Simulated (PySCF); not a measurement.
# Germanium difluoride (GeF₂): electronic excitations at several levels of theory, part 2 of 2

PySCF 2.14.0. Atoms count from 0. Earlier steps stand in the parts before.

## 11. Excited states and response: LC-wPBE/def2-SVPD

What the job is given:

```
{"job": {"kind": "uv", "xc": "LC-wPBE", "basis": "def2-SVPD", "ip": true}, "charge": 0, "multiplicity": 1}
F     -1.300951    -0.392139    -0.003794
Ge     0.004594     0.768745    -0.023874
F      1.319317    -0.381676     0.002568
```

Method: TDDFT LC-wPBE/def2-SVPD, vertical, gas phase, core orbitals frozen in the response.

Log:

```text
coarse grid: 18016 points
cycle   1  E = -2275.8441070511  dE = -6.805e-01  |g| = 8.746e-01  |ddm| = 1.924e+00
cycle   2  E = -2275.7734600117  dE =  7.065e-02  |g| = 1.182e+00  |ddm| = 1.560e+00
cycle   3  E = -2275.9783126595  dE = -2.049e-01  |g| = 4.697e-02  |ddm| = 6.932e-01
cycle   4  E = -2275.9786545934  dE = -3.419e-04  |g| = 2.571e-02  |ddm| = 7.516e-02
cycle   5  E = -2275.9787578541  dE = -1.033e-04  |g| = 4.505e-03  |ddm| = 3.327e-02
cycle   6  E = -2275.9787671972  dE = -9.343e-06  |g| = 1.207e-03  |ddm| = 1.517e-02
final grid: 36248 points
cycle   7  E = -2275.9785090453  dE = -9.575e-07  |g| = 9.120e-04  |ddm| = 4.606e-03
cycle   8  E = -2275.9785090649  dE = -1.958e-08  |g| = 1.019e-03  |ddm| = 1.754e-03
cycle   9  E = -2275.9785092103  dE = -1.454e-07  |g| = 1.128e-04  |ddm| = 7.343e-04
cycle  10  E = -2275.9785092236  dE = -1.338e-08  |g| = 6.453e-05  |ddm| = 6.738e-04
cycle  11  E = -2275.9785092246  dE = -9.322e-10  |g| = 7.995e-06  |ddm| = 1.361e-04
converged SCF energy = -2275.9785092246

Static polarisability (au): isotropic 29.259, principal 27.103 28.940 31.734

Singlet excitations
state   eV       nm        f      main configurations
  1   5.4941    225.7   0.12158   H->L 0.98
  2   7.4081    167.4   0.00000   H-1->L 0.98
  3   7.9743    155.5   0.07702   H->L+1 0.49, H-2->L 0.49
  4   8.5516    145.0   0.01738   H-4->L 0.97
  5   8.6224    143.8   0.17893   H->L+3 0.68, H-3->L 0.28
  6   8.6930    142.6   0.33298   H->L+1 0.47, H-2->L 0.45
  7   9.1392    135.7   0.00000   H-5->L 0.97
  8   9.1956    134.8   0.25348   H-3->L 0.60, H->L+3 0.27
  9   9.5278    130.1   0.00047   H->L+2 0.94
 10  10.3284    120.0   0.04242   H-1->L+1 0.88

Triplet excitations (Tamm-Dancoff, eV): 3.4739 6.2595 7.2441 7.3345
Vertical ionisation energy (delta-SCF) = 11.8939 eV
Vertical electron affinity (delta-SCF) = 0.6645 eV
```

Run time: 9.9 s. Hardware: 1 thread, shared host.

Key values: HOMO -11.75 eV, LUMO -0.46 eV; lowest singlet 5.49 eV.

## 12. TDDFT and polarisability: PBE0/6-31G*

What the job is given:

```
{"job": {"kind": "uv", "xc": "PBE0", "basis": "6-31G*"}, "charge": 0, "multiplicity": 1}
F     -1.300951    -0.392139    -0.003794
Ge     0.004594     0.768745    -0.023874
F      1.319317    -0.381676     0.002568
```

Level: TDDFT PBE0/6-31G*, vertical, gas phase, core orbitals frozen in the response.

Log:

```text
coarse grid: 18016 points
cycle   1  E = -2275.8622656617  dE = -4.768e-01  |g| = 9.400e-01  |ddm| = 1.656e+00
cycle   2  E = -2275.3575408001  dE =  5.047e-01  |g| = 1.943e+00  |ddm| = 1.908e+00
cycle   3  E = -2276.0163792160  dE = -6.588e-01  |g| = 7.553e-02  |ddm| = 1.301e+00
cycle   4  E = -2276.0170136343  dE = -6.344e-04  |g| = 4.879e-02  |ddm| = 7.943e-02
cycle   5  E = -2276.0172411839  dE = -2.275e-04  |g| = 4.147e-03  |ddm| = 1.841e-02
cycle   6  E = -2276.0172458751  dE = -4.691e-06  |g| = 4.137e-04  |ddm| = 5.666e-03
final grid: 36248 points
cycle   7  E = -2276.0172049151  dE = -5.186e-08  |g| = 3.607e-04  |ddm| = 8.939e-04
cycle   8  E = -2276.0172048958  dE =  1.923e-08  |g| = 5.110e-04  |ddm| = 4.986e-04
cycle   9  E = -2276.0172049336  dE = -3.779e-08  |g| = 6.391e-05  |ddm| = 3.264e-04
cycle  10  E = -2276.0172049342  dE = -6.194e-10  |g| = 1.554e-05  |ddm| = 4.289e-05
converged SCF energy = -2276.0172049342

Static polarisability (au): isotropic 24.789, principal 22.873 24.032 27.461

Singlet excitations
state   eV       nm        f      main configurations
  1   5.3158    233.2   0.10856   H->L 0.98
  2   6.5506    189.3   0.00000   H-1->L 1.00
  3   7.3135    169.5   0.00713   H-2->L 0.75, H->L+1 0.23
  4   7.6564    161.9   0.01847   H-4->L 0.98
  5   8.1028    153.0   0.00777   H-3->L 0.77, H->L+2 0.20
  6   8.3453    148.6   0.00000   H-5->L 1.00
  7   8.4109    147.4   0.32702   H->L+1 0.70, H-2->L 0.18, H-1->L+2 0.10
  8   8.7927    141.0   0.27521   H->L+2 0.72, H-3->L 0.14, H-1->L+1 0.10
  9   9.4025    131.9   0.06793   H-1->L+1 0.85
 10   9.5621    129.7   0.01397   H-2->L+1 0.99

Triplet excitations (Tamm-Dancoff, eV): 3.5796 6.3107 6.3723 6.4691
```

It took 1.9 s on 1 thread, shared host.

Key values: HOMO -8.72 eV, LUMO -2.38 eV; lowest singlet 5.32 eV.

## 13. TDDFT and polarisability: PBE0/def2-SVP

What the job is given:

```
{"job": {"kind": "uv", "xc": "PBE0", "basis": "def2-SVP"}, "charge": 0, "multiplicity": 1}
F     -1.300951    -0.392139    -0.003794
Ge     0.004594     0.768745    -0.023874
F      1.319317    -0.381676     0.002568
```

Level: TDDFT PBE0/def2-SVP, vertical, gas phase, core orbitals frozen in the response.

Log:

```text
coarse grid: 18016 points
cycle   1  E = -2275.7372755270  dE = -5.124e-01  |g| = 9.159e-01  |ddm| = 1.622e+00
cycle   2  E = -2275.2606691395  dE =  4.766e-01  |g| = 1.890e+00  |ddm| = 1.824e+00
cycle   3  E = -2275.8877852338  dE = -6.271e-01  |g| = 6.481e-02  |ddm| = 1.208e+00
cycle   4  E = -2275.8882534894  dE = -4.683e-04  |g| = 4.313e-02  |ddm| = 7.456e-02
cycle   5  E = -2275.8884534280  dE = -1.999e-04  |g| = 3.767e-03  |ddm| = 2.092e-02
cycle   6  E = -2275.8884571788  dE = -3.751e-06  |g| = 3.734e-04  |ddm| = 4.979e-03
final grid: 36248 points
cycle   7  E = -2275.8884437480  dE = -1.067e-07  |g| = 3.522e-04  |ddm| = 7.931e-04
cycle   8  E = -2275.8884437363  dE =  1.168e-08  |g| = 4.421e-04  |ddm| = 4.084e-04
cycle   9  E = -2275.8884437639  dE = -2.753e-08  |g| = 7.888e-05  |ddm| = 2.909e-04
cycle  10  E = -2275.8884437649  dE = -1.006e-09  |g| = 1.682e-05  |ddm| = 5.348e-05
cycle  11  E = -2275.8884437649  dE = -4.457e-11  |g| = 4.410e-06  |ddm| = 1.248e-05
converged SCF energy = -2275.8884437649

Static polarisability (au): isotropic 24.141, principal 22.527 23.320 26.576

Singlet excitations
state   eV       nm        f      main configurations
  1   5.3479    231.8   0.11315   H->L 0.98
  2   6.6401    186.7   0.00000   H-1->L 1.00
  3   7.4226    167.0   0.00443   H-2->L 0.79, H->L+1 0.19
  4   7.7541    159.9   0.01809   H-4->L 0.98
  5   8.2122    151.0   0.00152   H-3->L 0.83, H->L+2 0.14
  6   8.4032    147.5   0.00000   H-5->L 1.00
  7   8.6541    143.3   0.34328   H->L+1 0.72, H-2->L 0.15, H-1->L+2 0.10
  8   9.1151    136.0   0.25203   H->L+2 0.74, H-1->L+1 0.14, H-3->L 0.08
  9   9.6097    129.0   0.08117   H-1->L+1 0.82
 10   9.7869    126.7   0.01278   H-2->L+1 0.99

Triplet excitations (Tamm-Dancoff, eV): 3.5659 6.3545 6.4647 6.5791
```

Run time: 1.8 s. Hardware: 1 thread, shared host.

This run: HOMO -8.80 eV, LUMO -2.46 eV; lowest singlet 5.35 eV.

## 14. TDDFT and polarisability: PBE0/def2-TZVP

What the job is given:

```
{"job": {"kind": "uv", "xc": "PBE0", "basis": "def2-TZVP"}, "charge": 0, "multiplicity": 1}
F     -1.300951    -0.392139    -0.003794
Ge     0.004594     0.768745    -0.023874
F      1.319317    -0.381676     0.002568
```

Method: TDDFT PBE0/def2-TZVP, vertical, gas phase, core orbitals frozen in the response.

Log:

```text
coarse grid: 18016 points
cycle   1  E = -2276.2500738219  dE = -4.886e-01  |g| = 1.054e+00  |ddm| = 1.530e+00
cycle   2  E = -2275.7412590295  dE =  5.088e-01  |g| = 2.103e+00  |ddm| = 1.470e+00
cycle   3  E = -2276.4044217440  dE = -6.632e-01  |g| = 1.717e-01  |ddm| = 9.810e-01
cycle   4  E = -2276.4074215169  dE = -3.000e-03  |g| = 5.647e-02  |ddm| = 9.809e-02
cycle   5  E = -2276.4077184909  dE = -2.970e-04  |g| = 6.252e-03  |ddm| = 2.474e-02
cycle   6  E = -2276.4077272350  dE = -8.744e-06  |g| = 5.806e-04  |ddm| = 5.364e-03
final grid: 36248 points
cycle   7  E = -2276.4075461248  dE = -3.855e-07  |g| = 4.638e-04  |ddm| = 1.243e-03
cycle   8  E = -2276.4075461030  dE =  2.172e-08  |g| = 6.289e-04  |ddm| = 5.133e-04
cycle   9  E = -2276.4075461522  dE = -4.912e-08  |g| = 1.052e-04  |ddm| = 2.983e-04
cycle  10  E = -2276.4075461537  dE = -1.547e-09  |g| = 2.043e-05  |ddm| = 5.217e-05
cycle  11  E = -2276.4075461538  dE = -3.411e-11  |g| = 6.403e-06  |ddm| = 1.219e-05
converged SCF energy = -2276.4075461538

Static polarisability (au): isotropic 27.030, principal 24.899 26.778 29.413

Singlet excitations
state   eV       nm        f      main configurations
  1   5.3722    230.8   0.11387   H->L 0.98
  2   6.8137    182.0   0.00000   H-1->L 1.00
  3   7.4964    165.4   0.01095   H-2->L 0.75, H->L+1 0.23
  4   7.8924    157.1   0.01668   H-4->L 0.99
  5   8.1991    151.2   0.01482   H-3->L 0.75, H->L+2 0.23
  6   8.4603    146.5   0.35197   H->L+1 0.71, H-2->L 0.20
  7   8.5287    145.4   0.00000   H-5->L 1.00
  8   8.8858    139.5   0.31030   H->L+2 0.71, H-3->L 0.19
  9   9.6158    128.9   0.04776   H-1->L+1 0.91
 10   9.8553    125.8   0.01606   H-2->L+1 0.99

Triplet excitations (Tamm-Dancoff, eV): 3.5466 6.2357 6.6590 6.8042
```

It took 3.7 s on 1 thread, shared host.

In short: HOMO -8.95 eV, LUMO -2.59 eV; lowest singlet 5.37 eV.

## 15. Comparing the runs: electronic excitations

Excitations and ground-state properties, with basis size and wall time:

```csv
run,lowest singlet (eV),brightest (eV),f,gap (eV),α (Å³),μ (D),functions,time
HF/def2-SVPD,5.86,9.17,0.476,12.23,4.13,2.79,84,1.4 s
LDA/def2-SVPD,5.22,8.05,0.298,4.32,4.52,2.50,84,5.4 s
PBE/def2-SVPD,5.19,7.98,0.299,4.34,4.58,2.45,84,8 s
B3LYP/def2-SVPD,5.43,8.30,0.357,5.98,4.39,2.68,84,6.2 s
PBE0/def2-SVPD,5.45,8.39,0.370,6.39,4.38,2.60,84,6.2 s
BHandHLYP/def2-SVPD,5.67,8.78,0.271,8.39,4.21,2.82,84,6.4 s
CAM-B3LYP/def2-SVPD,5.51,8.49,0.359,8.85,4.34,2.72,84,7.6 s
wB97X-D/def2-SVPD,5.51,8.51,0.373,10.04,4.35,2.67,84,7.1 s
LC-wPBE/def2-SVPD,5.49,8.69,0.333,11.29,4.34,2.58,84,9.9 s
PBE0/6-31G*,5.32,8.41,0.327,6.34,3.67,2.18,60,1.9 s
PBE0/def2-SVP,5.35,8.65,0.343,6.34,3.58,2.34,60,1.8 s
PBE0/def2-TZVP,5.37,8.46,0.352,6.36,4.01,2.49,110,3.7 s
```

Measured dipole: 2.61 D (gas; NIST CCCBDB Release 22 (SRD 101), experimental dipoles).

## 16. Outcome

This closing draws on all 2 parts.

| quantity | value |
| --- | --- |
| point group | C2v |
| rotational constants (main isotopes) | 15.07, 7.75, 5.12 GHz |
| lowest singlet (HF/def2-SVPD) | 5.86 eV (212 nm), f = 0.202 |
| brightest single state of those computed | state 3, 9.17 eV, f = 0.476 |
| lowest triplet | 2.99 eV |
| vertical ionisation energy (ΔSCF) | 11.05 eV |
| range of the lowest singlet | 5.19 to 5.86 eV |

Single values in the summary come from the first run of each kind that ended normally (HF/def2-SVPD), which need not be the best level. Over 2 steps the energy fell by 0.072 eV; of the close pairs, F0–Ge1 changed most, 1.800 to 1.747 Å. No frequency check was run at this level, so the end point may be a saddle. The lowest singlet, at 5.86 eV, is HOMO→LUMO 0.98 and is bright; of the 10 states computed, the strongest absorption comes from state 3 at 9.17 eV. The lowest triplet lies 2.87 eV below the lowest singlet (triplets in Tamm-Dancoff, singlets in full TDDFT). At HF/def2-SVPD, the highest states lie near or above the ionisation energy, where they hang on the basis. The orbital energy would give 11.89 eV for ionisation, ΔSCF gives 11.05 eV. The dipole moment, 2.79 D, compares with 2.61 D measured. The lowest singlet runs from 5.19 eV (PBE/def2-SVPD) to 5.86 eV (HF/def2-SVPD), while the orbital gap spans 4.32 to 12.23 eV. The lowest state need not be the same one in every run. For the measured dipole, PBE0/def2-SVPD misses least (0.01 D, 6.2 s) and PBE0/6-31G* most (0.43 D, 1.9 s); the quickest, HF/def2-SVPD, misses by 0.18 D in 1.4 s. One molecule ranks no method: errors cancel, and vibration and temperature are missing from all runs.
